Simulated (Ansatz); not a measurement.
The system is TiPd.

```
Pd Ti
1.0
     2.81471    0.00000    0.00000
     0.00000    2.81471    0.00000
     0.00000    0.00000    3.86576
Pd Ti
1 1
Direct
  0.50000 0.50000 0.50000
  0.00000 0.00000 0.00000
```

The cell comes from a database or a generator and needn't be the stable form of this composition.

| Quantity | Value |
| --- | --- |
| Program | Ansatz 0.2.0 |
| Task | relaxation of cell and atoms |
| Functional | revPBE |
| Potentials or basis | Ansatz PAW |
| Cutoff | 420 eV (not typed: the program's choice for these potentials) |
| k mesh | 9 × 9 × 7 |
| Occupations | fermi-dirac, width 0.05 eV |
| Spin | no spin polarisation |

At the start: volume 15.31 Å³/atom.

**Question.** How do energy, volume and symmetry change on relaxing?

**Answer.** It ends after 7 steps and the volume is 15.91 Å³/atom (+3.9 %); space group P4/mmm (No. 123, to 0.05 Å).

The path:
```csv
step,energy change (eV),largest force (eV/Å),volume (Å³)
1,0.0000,0.0000,30.63
2,-0.0111,0.0000,32.69
3,-0.0218,0.0000,31.88
4,-0.0219,0.0000,31.82
5,-0.0223,0.0000,31.82
6,-0.0223,0.0000,31.82
7,-0.0223,0.0000,31.82
```

Final structure:
```
Pd Ti
1.0
     2.86344    0.00000    0.00000
     0.00000    2.86344    0.00000
     0.00000    0.00000    3.88062
Pd Ti
1 1
Direct
  0.50000 0.50000 0.50000
  0.00000 0.00000 0.00000
```

Caveat: the plane-wave basis is chosen anew once the cell has moved, so the energies of steps on either side of that aren't comparable; the PAW data sets come from PBE, with cores solved anew for the run's functional, which leaves a small shift of forces and pressure.
